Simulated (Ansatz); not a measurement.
**C3H7ClSi: one species, many methods**

How much do the methods differ for C3H7ClSi? The plan is to run it at one geometry with functionals of several rungs and with coupled cluster, and see how far each lands from CCSD(T) at the basis-set limit for the atomisation energy.

Program: Ansatz 0.2.0, Gaussian basis. Level of theory: functionals in def2-TZVPP, the program's frozen cores in correlated methods. These are calculated values, not measurements.

Plan: LDA (SPW92), PBE-D4, revPBE-D4, BLYP-D4, r2SCAN-D4, B97M-V, PBE0-D4, B3LYP-D4, r2SCANh-D4, r2SCAN0-D4, HSE06-D4, BHLYP-D4, CAM-B3LYP-D4, LC-ωPBE, ωB97X-V, ωB97M-V, B2PLYP, PBE-QIDH; CCSD(T)/def2-SVP; CCSD(T)/def2-TZVPP; MP2/def2-QZVPP; extrapolation to the limit; RPA on PBE.

## 1. Structure used throughout

All runs share one geometry, relaxed beforehand with PBE0-D4 in a triple-zeta def2 set.

12 atoms, charge 0, spin multiplicity 1.

Atoms are counted from 1 here; the program's logs count them from 0.

Bond lengths: C1–C2 1.326 Å, C1–H6 1.085 Å, C1–H7 1.084 Å, C2–Cl3 1.745 Å, C2–Si4 1.874 Å, Si4–C5 1.864 Å, Si4–H8 1.487 Å, Si4–H9 1.488 Å, C5–H10 1.092 Å, C5–H11 1.092 Å, C5–H12 1.092 Å. Angles: C2–C1–H6 122.7°, C2–C1–H7 119.4°, H6–C1–H7 117.9°, C1–C2–Cl3 119.8°, C1–C2–Si4 125.7°, Cl3–C2–Si4 114.5°, C2–Si4–C5 110.7°, C2–Si4–H8 108.2°, C2–Si4–H9 106.5°, C5–Si4–H8 110.4°, C5–Si4–H9 111.6°, H8–Si4–H9 109.2°, Si4–C5–H10 110.9°, Si4–C5–H11 110.3°, Si4–C5–H12 110.6°, H10–C5–H11 108.3°, H10–C5–H12 108.4°, H11–C5–H12 108.2°.

## 2. LDA

This LDA is Slater exchange with PW92 correlation.

Input file in.yaml:

```yaml
crystal:
  periodic: [false, false, false]
  atoms:
    - {symbol: C, position_ang: [1.038616, 1.530399, 1.301119]}
    - {symbol: C, position_ang: [0.849350, 0.312322, 0.812231]}
    - {symbol: Cl, position_ang: [2.195062, -0.791971, 0.691811]}
    - {symbol: Si, position_ang: [-0.781108, -0.380670, 0.201529]}
    - {symbol: C, position_ang: [-0.644866, -0.911126, -1.580707]}
    - {symbol: H, position_ang: [2.007153, 1.882202, 1.639831]}
    - {symbol: H, position_ang: [0.198184, 2.212030, 1.372584]}
    - {symbol: H, position_ang: [-1.145192, -1.537850, 1.061407]}
    - {symbol: H, position_ang: [-1.791762, 0.697959, 0.376601]}
    - {symbol: H, position_ang: [-0.398403, -0.061953, -2.221543]}
    - {symbol: H, position_ang: [0.137364, -1.664745, -1.693830]}
    - {symbol: H, position_ang: [-1.587200, -1.341797, -1.927032]}
basis:
  gaussian: {orbitals: def2-TZVPP}
hamiltonian: {xc: lda}
output: {orbitals: {seedname: orbitals}}
```

The run is started by

```bash
$ ansatz run in.yaml --threads 4 --pin off --events-out ev --progress --plain --max-ram 10444MiB
```

The runs that follow: PBE-D4 (GGA); revPBE-D4 (GGA); BLYP-D4 (GGA); r2SCAN-D4 (meta-GGA); B97M-V (meta-GGA); B3LYP-D4 (hybrid); r2SCANh-D4 (hybrid); r2SCAN0-D4 (hybrid); HSE06-D4 (hybrid); BHLYP-D4 (hybrid); CAM-B3LYP-D4 (range-separated); LC-ωPBE (range-separated); ωB97X-V (range-separated); ωB97M-V (range-separated); B2PLYP (double hybrid); PBE-QIDH (double hybrid); CCSD(T) in def2-SVP; CCSD(T) in def2-TZVPP; MP2 in def2-QZVPP; RPA on PBE orbitals.

**Question.** What will the summary of the whole plan be? Wanted: atomisation energy, CCSD(T)/CBS; farthest beyond LDA; mean size of error, GGA; mean size of error, meta-GGA; mean size of error, hybrid; mean size of error, range-separated; mean size of error, double hybrid; gap, smallest and largest; T1 diagnostic.

As calculated:

| quantity | value |
| --- | --- |
| atomisation energy, CCSD(T)/CBS | 4433.1 kJ/mol |
| functionals within 22.2 kJ/mol (0.5 %) | revPBE-D4, BLYP-D4, r2SCAN-D4, B97M-V, PBE0-D4, B3LYP-D4, r2SCANh-D4, CAM-B3LYP-D4, ωB97X-V, ωB97M-V, PBE-QIDH |
| farthest beyond LDA | BHLYP-D4 (-99.7 kJ/mol) |
| mean size of error, GGA | 37.2 kJ/mol |
| mean size of error, meta-GGA | 18.7 kJ/mol |
| mean size of error, hybrid | 30.0 kJ/mol |
| mean size of error, range-separated | 15.5 kJ/mol |
| mean size of error, double hybrid | 31.0 kJ/mol |
| gap, smallest and largest | 4.73 eV (LDA (SPW92)), 11.88 eV (LC-ωPBE) |
| T1 diagnostic | 0.0109 |
| triples share of the correlation energy | 4.2 % |

What this shows: LDA overbinds by 587.4 kJ/mol (13 %). PBE-D4 misses by +76.0 kJ/mol. Double hybrids carry the basis error of their MP2 part in triple zeta, and no dispersion term here, so their miss is partly the set-up's. The rungs range-separated, meta-GGA miss on average by less than the doubt on the reference (22.2 kJ/mol), so they tie. Misses under about 22.2 kJ/mol are within the doubt on the reference itself, which lacks core-valence correlation, relativity and higher excitations. Hartree-Fock recovers 75 % of the binding; the rest is correlation. CCSD(T) in def2-SVP is off by -225.9 kJ/mol, more than most functionals: a good method in a small basis is no reference. Orbital gaps span 4.7 to 11.9 eV; exact exchange widens them.
